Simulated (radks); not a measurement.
# Ge²⁺ in [Ne] 3s2 3p5.75 3d10 4s2 5s0.25: an all-electron calculation

Aim: the levels, the sizes of the orbitals and the parts of the energy of the germanium ion Ge2+.

Program: radks (a radial shooting solver on a logarithmic mesh, Libxc functionals) version 1. Level of theory: non-relativistic Kohn-Sham, XLYP, spin-polarised, spherical densities, point nucleus; open shells are filled with parallel spins first. These are calculated values, not measurements, unless marked.

## Step 1: Starting point

```
element       : germanium (Z = 32)
charge        : +2
electrons     : 30
configuration : [Ne] 3s2 3p5.75 3d10 4s2 5s0.25
```

## Step 2: Self-consistent calculation

The run's settings:

```text
Z 32
configuration [Ne] 3s2 3p5.75 3d10 4s2 5s0.25
relativity non-relativistic
functional xlyp
spin polarised
nucleus point
```

Run with:

```
$ python run_ks.py task.json out
```

This one command runs every case of the session in turn.

What does the calculation give?

The runs gave:

```
                        quantity                   value
                    total energy     -2075.33017 hartree
exchange-correlation share of it                  3.79 %
                            −T/E                  0.9994
          highest occupied level       5s up, -10.785 eV
    most extended occupied level  5s up, <r> = 4.58 bohr
 radius at density 0.001 e/bohr³               3.58 bohr
    maxima of the radial density                       3
```

**Reading.** The radial density shows 3 maxima for 5 occupied principal shells; where shells overlap, one shows as a shoulder or not at all. The ratio −T/E is 0.9994; for a non-relativistic Coulomb system it is 1 up to the kinetic part of correlation. This is not the tabulated ground configuration, so its levels and sizes aren't those of the ground state, and no measured value stands beside it.
